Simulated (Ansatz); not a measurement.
**CHBCl₂ (SMILES B=C(Cl)Cl): functionals against CCSD(T) at one geometry**

How do the functionals fare away from a minimum? The structure is a structure displaced at random from a GFN2-xTB minimum.

Program: Ansatz 0.2.0, Gaussian basis. Level of theory: single points in def2-TZVPP. These are calculated values, not measurements.

Cores are frozen in the correlated methods.

### Step 1. The starting structure

SMILES `B=C(Cl)Cl`, 5 atoms, charge 0, spin multiplicity 1.

Atoms are counted from 1 here; the program's logs count them from 0.

Bond lengths: B1–C2 1.545 Å, B1–H5 1.148 Å, C2–Cl3 1.884 Å, C2–Cl4 1.645 Å. Angles: C2–B1–H5 157.7°, B1–C2–Cl3 109.5°, B1–C2–Cl4 128.8°, Cl3–C2–Cl4 121.7°.

As a file:

```xyz
5
CHBCl2
B     0.7153    0.7237    0.2617
C    -0.2481   -0.4233   -0.1168
Cl   -2.0272    0.1834    0.0035
Cl    0.1096   -1.9708   -0.5444
H     1.7168    1.2697    0.3937
```

### Step 2. CCSD(T)/def2-TZVPP

The input, run/in.yaml:

```yaml
crystal:
  periodic: [false, false, false]
  atoms:
    - {symbol: B, position_ang: [0.715300, 0.723700, 0.261700]}
    - {symbol: C, position_ang: [-0.248100, -0.423300, -0.116800]}
    - {symbol: Cl, position_ang: [-2.027200, 0.183400, 0.003500]}
    - {symbol: Cl, position_ang: [0.109600, -1.970800, -0.544400]}
    - {symbol: H, position_ang: [1.716800, 1.269700, 0.393700]}
basis:
  gaussian: {orbitals: def2-TZVPP}
correlation: {method: ccsd_t}
output: {forces: true}
```

No record of the launch command was kept for these runs.

### Step 3. PBE0-D4/def2-TZVPP

Changes to run/in.yaml since step 2:

```diff
@@ -10,3 +10,3 @@
   gaussian: {orbitals: def2-TZVPP}
-correlation: {method: ccsd_t}
-output: {forces: true}
+hamiltonian: {xc: pbe0, dispersion: d4}
+output: {forces: true, orbitals: {seedname: orbitals}}
```

### Step 4. wB97M-V/def2-TZVPP

Changes to run/in.yaml since step 3:

```diff
@@ -10,3 +10,3 @@
   gaussian: {orbitals: def2-TZVPP}
-hamiltonian: {xc: pbe0, dispersion: d4}
-output: {forces: true, orbitals: {seedname: orbitals}}
+hamiltonian: {xc: {name: wB97M-V}}
+output: {forces: true}
```

### Step 5. r2SCAN-D4/def2-TZVPP

Changes to run/in.yaml since step 4:

```diff
@@ -10,3 +10,3 @@
   gaussian: {orbitals: def2-TZVPP}
-hamiltonian: {xc: {name: wB97M-V}}
+hamiltonian: {xc: r2scan, dispersion: d4}
 output: {forces: true}
```

### Step 6. PBE-D4/def2-TZVPP

Changes to run/in.yaml since step 5:

```diff
@@ -10,3 +10,3 @@
   gaussian: {orbitals: def2-TZVPP}
-hamiltonian: {xc: r2scan, dispersion: d4}
+hamiltonian: {xc: pbe, dispersion: d4}
 output: {forces: true}
```

### Step 7. SPW92/def2-TZVPP

Changes to run/in.yaml since step 6:

```diff
@@ -10,3 +10,3 @@
   gaussian: {orbitals: def2-TZVPP}
-hamiltonian: {xc: pbe, dispersion: d4}
+hamiltonian: {xc: lda}
 output: {forces: true}
```

### Step 8. CAM-B3LYP-D4/def2-TZVPP

Changes to run/in.yaml since step 7:

```diff
@@ -10,3 +10,3 @@
   gaussian: {orbitals: def2-TZVPP}
-hamiltonian: {xc: lda}
+hamiltonian: {xc: {name: CAM-B3LYP}, dispersion: d4}
 output: {forces: true}
```

(Steps that only read results are left out.)

Before running it: what results should come out? Wanted: energy less free atoms, CCSD(T)/def2-TZVPP; RMS force component; RMS force error; HOMO and LUMO, PBE0-D4; T1 diagnostic.

The runs gave:

| quantity | value |
| --- | --- |
| energy less free atoms, CCSD(T)/def2-TZVPP | -1429.8 kJ/mol |
| RMS force component | 2.279 to 2.572 eV/Å over the methods |
| RMS force error | PBE0-D4 0.253, wB97M-V 0.278, r2SCAN-D4 0.210, PBE-D4 0.185, SPW92 0.372, CAM-B3LYP-D4 0.314 eV/Å |
| HOMO and LUMO, PBE0-D4 | -6.26 and -2.95 eV |
| T1 diagnostic | 0.015 |

**Reading.** Against CCSD(T) the functionals' energies less atoms differ by -391.6 to -46.8 kJ/mol, PBE-D4 by -166.1 kJ/mol. A larger basis would deepen the CCSD(T) value, while the functionals are nearly converged already, so the order here is not reliable. The forces of PBE-D4 come nearest to CCSD(T), those of SPW92 are farthest. Frozen-core CCSD(T) forces in triple zeta carry basis errors of their own, and this is one geometry, so small gaps rank nothing. The restricted Hartree–Fock reference is unstable towards an unrestricted one at one or more of these structures.
